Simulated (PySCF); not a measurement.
# Towards the basis-set limit for SnF

An exercise on one series of results from a longer session: the logs are not shown, and one member is left open.

Method: CCSD(T) on ROHF, scalar-relativistic core potentials; program: PySCF 2.14.0.

Set-up of the first run:

```yaml
molecule: SnF
state: doublet, unpaired electrons π ↑
smaller_basis: Sn cc-pwCVDZ-PP with ECP28, F aug-cc-pVDZ
larger_basis: Sn cc-pwCVTZ-PP with ECP28, F aug-cc-pVTZ
frozen_core_orbitals: 5
extrapolation: correlation as n⁻³ (n = 2, 3), Hartree–Fock as (n+1)·exp(−9√n)
corrections: core–valence correlation
distances_Å: 1.7304, 1.8090, 1.8877, 1.9663, 2.0450, 2.1433, 2.2416
masses_u: 119.9022, 18.9984
dissociation_limit: Sn + F
```

On the command line:

```console
$ OMP_NUM_THREADS=4 python comp.py task.json out
```

Among the steps run: Coupled cluster at each distance.

One of the session's tables, all rows but one given; the rest of the session is left out.

Parts of the energy along the bond, in eV from Sn + F:

| R (Å) | HF/CBS | CCSD corr. | (T) | core–valence |
| --- | --- | --- | --- | --- |
| 1.7304 | -2.642 | -1.533 | -0.1559 | -0.0088 |
| 1.8090 | -3.062 | -1.545 | -0.1669 | -0.0074 |
| 1.8877 | -3.229 | -1.560 | -0.1780 | -0.0062 |
| 1.9663 | -3.227 | -1.575 | -0.1888 | -0.0054 |
| 2.0450 | -3.114 | -1.591 | -0.1991 | -0.0047 |
| 2.1433 | ? | ? | ? | ? |
| 2.2416 | -2.580 | -1.621 | -0.2223 | -0.0036 |

**Question.** Estimate the row for R (Å) = 2.1433.

Worked estimate for «HF/CBS». A straight line through the neighbours (2.0450, -3.114) and (2.2416, -2.580) gives -3.114 + (-2.580 + 3.114) × (2.1433 − 2.0450) / (2.2416 − 2.0450) = -2.847; a parabola fitted to 3 rows on both sides gives -2.892.

**Answer.** HF/CBS: -2.877; CCSD corr.: -1.608; (T): -0.2113; core–valence: -0.0041. In «HF/CBS» the line misses by +0.030 and the parabola by -0.015.

To keep in mind: Spin–orbit coupling and excitations beyond (T) are left out. An extrapolation from double and triple zeta is rough, so this isn't yet the limit.
